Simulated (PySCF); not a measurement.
# The bond of NaSe−, level by level

One table from this session's results is given with a row withheld; the runs are named, their logs left out.

The runs use PySCF 2.14.0; Na def2-SVPD, Se def2-SVPD, no relativity.

Set-up of the first run:

A driver script around PySCF takes these settings:

| Item | Value |
| --- | --- |
| atoms | Na, Se |
| charge | -1 |
| basis | Na def2-SVPD, Se def2-SVPD |
| Hamiltonian | no relativity |
| basis functions | 59 |
| electrons treated | 46 |
| masses in u | 22.9898, 79.9165 |
| levels | PBE0, PBE, r²SCAN, M06-L, M06-2X, r²SCAN0, LC-ωPBE, HF, MP2, SCS-MP2, CCSD, CCSD(T) |
| grid | 80 radial by 434 angular points |
| occupations | held fixed by the projection of orbital angular momentum |
| dissociation limit | Na + Se−, each in its ground configuration |
| starting distance in angstrom | 2.790 |
| values of 2S to try | 0, 2 |

Command:

```sh
$ OMP_NUM_THREADS=1 python dia.py task.json out
```

Steps of the session up to this table: Set-up; PBE0 along the bond; Excited determinants; PBE; r²SCAN; M06-L; M06-2X; r²SCAN0 (hybrid meta-GGA); LC-ωPBE; RHF (mean field); Correlated methods on the Hartree–Fock reference.

One of the session's tables, all rows but one given; the rest of the session is left out.

It belongs to the step «The curves together». Energy (eV) from each level's lowest point:

```
R (Å)    RHF  RHF-MP2  RHF-SCS-MP2  RHF-CCSD  RHF-CCSD(T)
2.188  0.591    0.636        0.641       n/a          n/a
2.290  0.267    0.308        0.313     0.295        0.324
2.391  0.087    0.116        0.119     0.107        0.128
2.468      ?        ?            ?         ?            ?
2.544  0.000    0.003        0.004     0.000        0.008
2.620  0.014    0.000        0.000     0.000        0.000
2.722  0.074    0.035        0.032     0.038        0.026
2.849  0.193    0.121        0.114     0.124        0.098
3.002  0.374    0.262        0.246     0.257        0.215
3.205  0.641    0.483        0.450       n/a          n/a
```

**Question.** Estimate the row for R (Å) = 2.468.

Worked estimate for «RHF». A straight line through the neighbours (2.391, 0.087) and (2.544, 0.000) gives 0.087 + (0.000 − 0.087) × (2.468 − 2.391) / (2.544 − 2.391) = 0.043; a parabola fitted to 4 rows on both sides gives 0.018.

**Answer.** RHF: 0.021; RHF-MP2: 0.038; RHF-SCS-MP2: 0.040; RHF-CCSD: 0.032; RHF-CCSD(T): 0.047. In «RHF» the line misses by +0.022 and the parabola by -0.003.
